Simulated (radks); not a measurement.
# Te³⁺ in [Kr] 4d10 5s2 5p1: an all-electron calculation

An exercise on one series of results from a longer session: the logs are not shown, and one member is left open.

Program: radks (a radial shooting solver on a logarithmic mesh, Libxc functionals) version 1. Level of theory: scalar-relativistic Kohn-Sham, LDA (Slater exchange, VWN5 correlation), spin-unpolarised, spherical densities, point nucleus. These are calculated values, not measurements, unless marked.

**The atom as given**

| Quantity | Value |
| --- | --- |
| element | tellurium (Z = 52) |
| charge | +3 |
| electrons | 49 |
| configuration | [Kr] 4d10 5s2 5p1 |

The outer shells:

Te³⁺
```
[Kr] core
4d [↑↓][↑↓][↑↓][↑↓][↑↓]
5s [↑↓]
5p [↑ ][  ][  ]
```

Set-up of the first run:

Input:

```text
Z 52
configuration [Kr] 4d10 5s2 5p1
relativity scalar-relativistic
functional lda,vwn5
spin unpolarised
nucleus point
c 137.035999084
```

On the command line:

```bash
$ python run_ks.py task.json out
```

This one command runs every case of the session in turn.

Steps of the session up to this table: Self-consistent calculation.

One of the session's tables, all rows but one given; the rest of the session is left out.

It belongs to the step «Shells». Sizes of the orbitals, from the radial functions (bohr):

| level | <r> | outermost maximum (interpolated) | 90 % within | nodes |
| --- | --- | --- | --- | --- |
| 1s | ? | ? | ? | ? |
| 2s | 0.1200 | 0.101 | 0.185 | 1 |
| 2p | 0.1048 | 0.0812 | 0.171 | 0 |
| 3s | 0.3226 | 0.293 | 0.474 | 2 |
| 3p | 0.3206 | 0.286 | 0.481 | 1 |
| 3d | 0.2970 | 0.238 | 0.467 | 0 |
| 4s | 0.7642 | 0.700 | 1.10 | 3 |
| 4p | 0.8203 | 0.737 | 1.20 | 2 |
| 4d | 0.9654 | 0.810 | 1.48 | 1 |
| 5s | 1.915 | 1.72 | 2.75 | 4 |
| 5p | 2.218 | 1.98 | 3.21 | 3 |

**Question.** Estimate the row for 1s.

As computed: <r>: 0.02784; outermost maximum (interpolated): 0.0180; 90 % within: 0.0500; nodes: 0. In the column «<r>» it is the lowest.

Limits of these values: Spin polarisation and multiplet splitting are left out.
